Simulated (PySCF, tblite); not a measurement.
# C2H10Ge2OSi2: geometry, infrared bands and NMR shifts

What infrared bands and NMR shifts should C2H10Ge2OSi2 (`C#C[SiH2][O][GeH2][SiH2][GeH3]`) show?

Computed with tblite 0.8.0 and PySCF 2.14.0, with density-fitted response routines of our own, on a single molecule in the gas phase. Atoms are numbered from 0 throughout.

## Step 1: The molecule as given

17 atoms, charge 0, multiplicity 1; geometry from: force field or distance geometry start.

Bonds of the start (Å): C0–C1 1.19, C1–Si2 1.83, Si2–O3 1.72, O3–Ge4 1.79, Ge4–Si5 2.32, Si5–Ge6 2.31, C0–H7 1.06, Si2–H8 1.47, Si2–H9 1.46, Ge4–H10 1.55, Ge4–H11 1.55, Si5–H12 1.47, Si5–H13 1.47, Ge6–H14 1.55, Ge6–H15 1.54, Ge6–H16 1.55.

## Step 2: Optimising the geometry with GFN2-xTB

What the job is given:

```
{"job": {"kind": "relax", "xc": "GFN2-xTB", "basis": "xTB"}, "charge": 0, "multiplicity": 1}
C      1.314000     2.500200    -0.172300
C      1.648200     1.398700     0.137800
Si     2.180500    -0.283200     0.629800
O      0.798700    -1.189400     1.112200
Ge     0.137800    -1.976000    -0.349000
Si    -1.030100    -0.438200    -1.641000
Ge    -2.408200     0.799100    -0.261000
H      1.004100     3.480500    -0.447900
H      3.102300    -0.173400     1.764000
H      2.897700    -0.916200    -0.478400
H      1.254500    -2.645400    -1.199000
H     -0.858400    -3.085000     0.078000
H     -0.077800     0.465500    -2.292600
H     -1.822600    -1.142400    -2.652500
H     -1.556400     1.501200     0.833300
H     -3.161000     1.864000    -1.083000
H     -3.430400    -0.148100     0.423500
```

The run is started by

```console
OMP_NUM_THREADS=1 python probes_run.py task.json out
```

One launch serves the whole session: the jobs run in the order shown.

Standard output:

```text
step      E/eV     max force
  0    -564.21267    2.111
  1    -564.31483    2.774
  2    -564.40843    2.613
  3    -564.49823    0.758
  4    -564.56936    0.613
  5    -564.64597    0.649
  6    -564.67254    0.522
  7    -564.71205    0.365
  8    -564.73575    0.346
  9    -564.76735    0.511
 10    -564.79304    0.390
 11    -564.81248    0.296
 12    -564.82548    0.317
 13    -564.83737    0.267
 14    -564.84900    0.298
 15    -564.85882    0.298
 16    -564.86607    0.227
 17    -564.87137    0.188
 18    -564.87633    0.207
 19    -564.88224    0.243
 20    -564.88864    0.241
 21    -564.89463    0.233
 22    -564.90017    0.247
 23    -564.90583    0.258
 24    -564.91205    0.292
 25    -564.91779    0.213
 26    -564.92159    0.156
 27    -564.92408    0.120
 28    -564.92656    0.146
 29    -564.92947    0.173
 30    -564.93215    0.148
 31    -564.93388    0.092
 32    -564.93493    0.077
 33    -564.93611    0.106
 34    -564.93808    0.146
 35    -564.94090    0.160
 36    -564.94351    0.122
 37    -564.94471    0.107
 38    -564.94540    0.089
 39    -564.94620    0.095
 40    -564.94707    0.105
 41    -564.94807    0.090
 42    -564.94906    0.053
 43    -564.94946    0.049
 44    -564.94983    0.049
 45    -564.95022    0.054
 46    -564.95070    0.064
 47    -564.95126    0.063
 48    -564.95177    0.045
 49    -564.95206    0.037
 50    -564.95219    0.028
 51    -564.95231    0.033
 52    -564.95252    0.048
 53    -564.95286    0.060
 54    -564.95328    0.056
 55    -564.95358    0.033
 56    -564.95373    0.023
 57    -564.95386    0.033
 58    -564.95408    0.053
 59    -564.95447    0.077
 60    -564.95508    0.088
 61    -564.95573    0.078
 62    -564.95616    0.060
 63    -564.95638    0.035
 64    -564.95652    0.025
 65    -564.95667    0.026
 66    -564.95686    0.028
 67    -564.95716    0.038
 68    -564.95741    0.033
 69    -564.95757    0.028
 70    -564.95767    0.023
 71    -564.95775    0.022
 72    -564.95786    0.027
 73    -564.95801    0.034
 74    -564.95818    0.041
 75    -564.95833    0.038
 76    -564.95844    0.027
 77    -564.95851    0.021
 78    -564.95857    0.027
 79    -564.95868    0.042
 80    -564.95889    0.061
 81    -564.95921    0.069
 82    -564.95951    0.048
 83    -564.95969    0.021
 84    -564.95977    0.019
 85    -564.95984    0.032
 86    -564.95997    0.044
 87    -564.96014    0.047
 88    -564.96034    0.032
 89    -564.96048    0.039
 90    -564.96058    0.028
 91    -564.96066    0.025
 92    -564.96074    0.031
 93    -564.96088    0.041
 94    -564.96109    0.047
 95    -564.96130    0.034
 96    -564.96145    0.026
 97    -564.96155    0.028
 98    -564.96165    0.034
 99    -564.96184    0.042
100    -564.96218    0.052
101    -564.96267    0.060
102    -564.96310    0.043
103    -564.96331    0.023
104    -564.96340    0.031
105    -564.96350    0.024
106    -564.96373    0.041
107    -564.96418    0.064
108    -564.96469    0.068
109    -564.96502    0.044
110    -564.96511    0.041
111    -564.96534    0.033
112    -564.96551    0.035
113    -564.96615    0.043
114    -564.96704    0.073
115    -564.96877    0.084
116    -564.97040    0.082
117    -564.96545    0.226
118    -564.97209    0.042
119    -564.97245    0.039
120    -564.97307    0.066
121    -564.97342    0.057
122    -564.97582    0.067
123    -564.97635    0.061
124    -564.97669    0.033
125    -564.97686    0.033
126    -564.97706    0.039
127    -564.97732    0.058
128    -564.97778    0.069
129    -564.97820    0.061
130    -564.97847    0.039
131    -564.97860    0.031
132    -564.97869    0.022
133    -564.97876    0.024
134    -564.97886    0.026
135    -564.97896    0.026
136    -564.97907    0.026
137    -564.97916    0.020
138    -564.97923    0.021
139    -564.97930    0.021
140    -564.97938    0.022
141    -564.97944    0.017
142    -564.97947    0.012
143    -564.97949    0.011
144    -564.97951    0.013
145    -564.97953    0.014
146    -564.97956    0.014
147    -564.97958    0.010
```

Wall time 2.6 s (1 thread of Arm Neoverse N1, shared host); peak memory 0.18 GiB.

Along the way: (not every step is listed)

```
step  energy from step 0 (eV)  largest force (eV/Å)
   0                   0.0000                2.1105
   1                  -0.1022                2.7743
   2                  -0.1958                2.6132
   3                  -0.2856                0.7582
   4                  -0.3567                0.6125
   5                  -0.4333                0.6485
   6                  -0.4599                0.5215
   7                  -0.4994                0.3653
   8                  -0.5231                0.3460
  21                  -0.6820                0.2329
  34                  -0.7254                0.1463
  47                  -0.7386                0.0626
  60                  -0.7424                0.0878
  73                  -0.7453                0.0339
  86                  -0.7473                0.0442
  99                  -0.7492                0.0418
 112                  -0.7528                0.0351
 125                  -0.7642                0.0329
 138                  -0.7666                0.0206
 142                  -0.7668                0.0122
 143                  -0.7668                0.0110
 144                  -0.7668                0.0131
 145                  -0.7669                0.0145
 146                  -0.7669                0.0144
 147                  -0.7669                0.0098
```

Distances of close pairs at the start and the end, largest changes first:

```
   bond  before (Å)  after (Å)  change (Å)
 Si2–O3       1.721      1.618      -0.104
Ge6–H14       1.554      1.497      -0.058
Ge6–H16       1.553      1.506      -0.047
Ge6–H15       1.542      1.502      -0.040
 C1–Si2       1.831      1.862      +0.031
Ge4–Si5       2.323      2.351      +0.027
Ge4–H10       1.555      1.528      -0.027
Ge4–H11       1.551      1.524      -0.027
```

The next job starts from the end point, and lists it.

## Step 3: Harmonic vibrations with GFN2-xTB

What the job is given:

```
{"job": {"kind": "ir", "xc": "GFN2-xTB", "basis": "xTB"}, "charge": 0, "multiplicity": 1}
C      0.888924     2.368920    -0.203609
C      1.505404     1.388070     0.122152
Si     2.389845    -0.175100     0.613307
O      1.392394    -1.435814     0.433344
Ge     0.098832    -2.176736    -0.513689
Si    -1.057659    -0.485339    -1.665498
Ge    -2.240355     0.929156    -0.231491
H      0.386535     3.252748    -0.483009
H      2.700203    -0.150212     2.040941
H      3.538332    -0.334910    -0.283457
H      0.865601    -3.219894    -1.324999
H     -0.579464    -2.987593     0.583947
H     -0.122479     0.260883    -2.511789
H     -1.996931    -1.159085    -2.573268
H     -1.734012     1.064830     1.170272
H     -2.361761     2.344252    -0.719290
H     -3.680407     0.527855    -0.051962
```

Standard output:

```text
mode    cm-1     km/mol
  1      -7.7      0.09
  2      42.1      2.31
  3      53.2      0.19
  4      58.5      1.66
  5      77.9      1.99
  6     103.5      0.96
  7     124.5      0.76
  8     170.6     10.40
  9     201.2      1.19
 10     287.9     24.43
 11     315.3      2.08
 12     319.2     63.11
 13     344.9     19.57
 14     378.3     33.44
 15     400.0     18.87
 16     415.9      9.31
 17     429.2      5.43
 18     508.4     75.46
 19     568.8     97.02
 20     605.0    500.90
 21     607.5     71.86
 22     619.3     33.47
 23     637.3     30.66
 24     672.6     66.76
 25     674.8     10.14
 26     686.9    352.55
 27     746.8    395.77
 28     768.2    369.15
 29     773.8    230.79
 30     821.2    399.54
 31     845.8    180.34
 32     884.6     95.03
 33     894.4    112.82
 34     954.0    459.83
 35    1761.3    511.60
 36    1840.6    582.85
 37    1922.9    244.22
 38    1999.8    433.68
 39    2039.7    406.54
 40    2193.7    337.67
 41    2199.1     58.07
 42    2207.8    269.35
 43    2227.5    338.14
 44    2253.1    279.06
 45    3325.9      1.76
```

Run time: 1.6 s. Hardware: 1 thread of Arm Neoverse N1, shared host; peak memory 0.18 GiB.

The strongest bands and the atoms that carry them (share of the mass-weighted mode):

```
cm⁻¹  km/mol                         atoms
 605   500.9                      H13 48 %
 747   395.8    H9 44 %, H8 35 %, Si2 15 %
 821   399.5  H14 23 %, H15 20 %, H16 20 %
 954   459.8             O3 70 %, Si2 24 %
1761   511.6            H10 68 %, H11 31 %
1841   582.9            H11 67 %, H10 31 %
2000   433.7            H15 53 %, H16 43 %
2040   406.5            H14 81 %, H15 14 %
```

## Step 4: NMR shieldings: PBE0/pcSseg-1

Settings changed since step 3:

```diff
@@ -1,2 +1,2 @@
-{"job": {"kind": "ir", "xc": "GFN2-xTB", "basis": "xTB"}, "charge": 0, "multiplicity": 1}
+{"job": {"kind": "nmr", "xc": "PBE0", "basis": "pcSseg-1"}, "charge": 0, "multiplicity": 1}
 C      0.888924     2.368920    -0.203609
```

Level: GIAO PBE0/pcSseg-1 NMR shielding, non-relativistic, gas phase.

Standard output:

```text
coarse grid: 67920 points
cycle   1  E = -4888.7941238040  dE = -7.616e-01  |g| = 1.447e+00  |ddm| = 4.062e+00
cycle   2  E = -4888.4099499082  dE =  3.842e-01  |g| = 1.954e+00  |ddm| = 2.271e+00
cycle   3  E = -4888.9627139353  dE = -5.528e-01  |g| = 4.532e-01  |ddm| = 1.858e+00
cycle   4  E = -4888.9995986068  dE = -3.688e-02  |g| = 9.657e-02  |ddm| = 3.699e-01
cycle   5  E = -4889.0001146685  dE = -5.161e-04  |g| = 5.432e-02  |ddm| = 8.867e-02
cycle   6  E = -4889.0008141255  dE = -6.995e-04  |g| = 1.350e-02  |ddm| = 4.186e-02
cycle   7  E = -4889.0008528149  dE = -3.869e-05  |g| = 2.596e-03  |ddm| = 1.130e-02
cycle   8  E = -4889.0008543624  dE = -1.548e-06  |g| = 4.545e-04  |ddm| = 3.039e-03
final grid: 137272 points
cycle   9  E = -4889.0008374586  dE = -4.512e-08  |g| = 5.248e-04  |ddm| = 2.352e-03
cycle  10  E = -4889.0008374056  dE =  5.298e-08  |g| = 7.093e-04  |ddm| = 1.206e-03
cycle  11  E = -4889.0008375248  dE = -1.193e-07  |g| = 1.918e-04  |ddm| = 6.779e-04
cycle  12  E = -4889.0008375339  dE = -9.053e-09  |g| = 2.190e-05  |ddm| = 1.479e-04
cycle  13  E = -4889.0008375340  dE = -7.276e-11  |g| = 8.865e-06  |ddm| = 2.117e-05
converged SCF energy = -4889.0008375340

GIAO shielding tensors (ppm)
atom      isotropic    diamagn.    paramagn.     s11        s22        s33       span
  0 C       81.801     261.927    -180.126      1.509      4.999    238.897    237.389
  1 C       90.461     265.044    -174.583    -10.597      4.170    277.810    288.407
  2 Si     400.974     881.023    -480.049    352.146    384.344    466.434    114.288
  3 O      338.568     405.371     -66.802    238.817    364.593    412.296    173.478
  4 Ge    1375.923    2756.711   -1380.788   1204.524   1310.221   1613.025    408.501
  5 Si     463.646     881.201    -417.555    453.547    460.678    476.712     23.165
  6 Ge    1690.273    2759.216   -1068.943   1665.464   1678.505   1726.851     61.387
  7 H       29.684      34.324      -4.640     23.619     27.512     37.921     14.302
  8 H       26.535      28.680      -2.146     22.834     24.305     32.464      9.630
  9 H       26.584      28.160      -1.576     23.048     24.397     32.308      9.260
 10 H       25.774      28.119      -2.345     18.828     21.559     36.936     18.108
 11 H       25.904      28.991      -3.087     19.714     21.481     36.517     16.803
 12 H       27.575      29.740      -2.165     24.494     25.307     32.923      8.428
 13 H       28.161      28.719      -0.558     23.610     25.696     35.175     11.565
 14 H       28.036      32.127      -4.091     21.242     23.911     38.954     17.713
 15 H       28.474      31.443      -2.970     21.781     23.277     40.362     18.581
 16 H       28.310      29.971      -1.661     21.340     22.181     41.407     20.067
```

Run time: 1.8 min. Hardware: 1 thread of Arm Neoverse N1, shared host; peak memory 1.1 GiB.

Shifts follow as δ = σ(reference) − σ, with reference shieldings (ppm) from runs at the same level and on the same kind of geometry: 1H TMS 31.72, 13C TMS 186.9, 29Si TMS 349.2, 17O H2O 336.1, 73Ge GeMe4 1331. The references are single molecules in the gas phase, so shifts against H2O, NH3, PH3, H3PO4 or CFCl3 are not on the usual liquid scales and can be off by tens of ppm. Atoms listed in one row are averaged.

```
        atoms                              environment  σ (ppm)  δ (ppm)
           C0                   terminal alkyne carbon     81.8    105.1
           C1                            alkyne carbon     90.5     96.5
     H10, H11  hydrogen on a germanium bonded to O, Si    25.84     5.88
       H8, H9     hydrogen on a silicon bonded to C, O    26.56     5.16
     H12, H13     hydrogen on a silicon bonded to 2 Ge    27.87     3.85
H14, H15, H16     hydrogen on a germanium bonded to Si    28.27     3.44
           H7     hydrogen on a terminal alkyne carbon    29.68     2.03
          Si2              silicon bonded to C, O, 2 H    401.0    -51.8
          Si5              silicon bonded to 2 Ge, 2 H    463.6   -114.5
           O3                  oxygen bonded to Ge, Si    338.6     -2.5
          Ge4           germanium bonded to O, Si, 2 H     1376      -45
          Ge6              germanium bonded to Si, 3 H     1690     -359
```

The run also stored atomic charges by several schemes (e):

```
atoms  Mulliken    IAO  Hirshfeld  ESP fit
   C0     -0.18  -0.19      -0.07    -0.35
   C1     -0.22  -0.35      -0.15    -0.16
  Si2      0.93   1.03       0.41     0.61
   O3     -0.83  -0.86      -0.33    -0.43
  Ge4      0.38   0.61       0.33     0.33
  Si5      0.30   0.17       0.16     0.11
  Ge6     -0.18   0.19       0.19     0.14
```

Mayer bond orders: C0–C1 2.55, C1–Si2 0.87, Si2–O3 1.03, O3–Ge4 0.70, Ge4–Si5 0.88, Si5–Ge6 0.88.

## Step 5: Outcome

| quantity | value |
| --- | --- |
| strongest single infrared mode (GFN2-xTB) | 1841 cm⁻¹, 583 km/mol |
| zero-point energy (GFN2-xTB) | 57.1 kcal/mol |
| 13C shifts against TMS (PBE0/pcSseg-1) | 105.1, 96.5 ppm |
| 1H shifts against TMS (PBE0/pcSseg-1, means over atoms taken as alike) | 5.88, 5.16, 3.85, 3.44, 2.03 ppm |
| 29Si shifts against TMS (PBE0/pcSseg-1) | -51.8, -114.5 ppm |
| 17O shifts against H2O (PBE0/pcSseg-1) | -2.5 ppm |
| 73Ge shifts against GeMe4 (PBE0/pcSseg-1) | -45, -359 ppm |

**Reading.** Relaxing lowered the energy by 0.767 eV in 147 steps; the close pair that moved most is Si2–O3, from 1.721 to 1.618 Å. The lowest mode is slightly imaginary (8i cm⁻¹), a soft motion within the noise of the Hessian, so the minimum is not strictly shown. The strongest single mode, at 1841 cm⁻¹, moves mainly H11. Unscaled tight-binding wavenumbers are off by several per cent, some by more. Its intensities can rank the bands wrongly. At PBE0/pcSseg-1: The widest tensor belongs to Ge4: span 409 ppm, with a paramagnetic part of -1381 ppm. Spin-orbit coupling is left out, which matters for shieldings and couplings at and beside the heavy atoms.
